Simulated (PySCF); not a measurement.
# H2S2Y (Y(SH)2+): the cost of one run

Method: PBE0, Y def2-SVP with ECP28, S def2-SVP, H def2-SVP; scalar-relativistic core potentials, no spin–orbit coupling; program: PySCF 2.14.0.

1 further run of the same task is left out (for a known fault of the program).

## 1. Where the work starts

5 atoms, charge 1, spin multiplicity 1.

Bond lengths: Y1–S2 2.446 Å, Y1–S4 2.446 Å, S2–H3 1.359 Å, S4–H5 1.359 Å. Angles: S2–Y1–S4 99.0°, Y1–S2–H3 94.6°, Y1–S4–H5 94.6°.

As a file:

```xyz
5
H2S2Y
Y     0.0000    0.0000   -0.8742
S     1.8576   -0.0744    0.7150
H     2.8111   -0.2347   -0.2402
S    -1.8576    0.0744    0.7150
H    -2.8111    0.2347   -0.2402
```

Formal oxidation states: Y +3. An earlier session relaxed this geometry at PBE0, Y def2-SVP with ECP28, S def2-SVP, H def2-SVP (singlet, point group C2).

Its energy there is -835.199508 Eh.

## 2. One electron removed, multiplicity 2

File run.py (the lines that set the calculation):

```python
mol = gto.M(atom='''
Y      0.00000     0.00000    -0.87418
S      1.85756    -0.07439     0.71500
H      2.81110    -0.23473    -0.24020
S     -1.85756     0.07439     0.71500
H     -2.81110     0.23473    -0.24020''',
    basis={'Y': 'def2-SVP', 'S': 'def2-SVP', 'H': 'def2-SVP'},
    ecp={'Y': 'def2-SVP'},
    charge=2, spin=1)
mf = dft.UKS(mol, xc='PBE0')
mf.grids.atom_grid = (50, 194)
mf = mf.density_fit()  # fitting sets: Y def2-universal-JKFIT, S def2-universal-JKFIT, H def2-universal-JKFIT
mf.conv_tol = 1e-08; mf.max_cycle = 55
mf.kernel(dm0)  # dm0: the density of the relaxed state
```

Launch:

```console
> OMP_NUM_THREADS=2 python run.py
```

**Question.** How long does this run take on 2 threads of Arm Neoverse V2, shared host?

About 1.3 s.
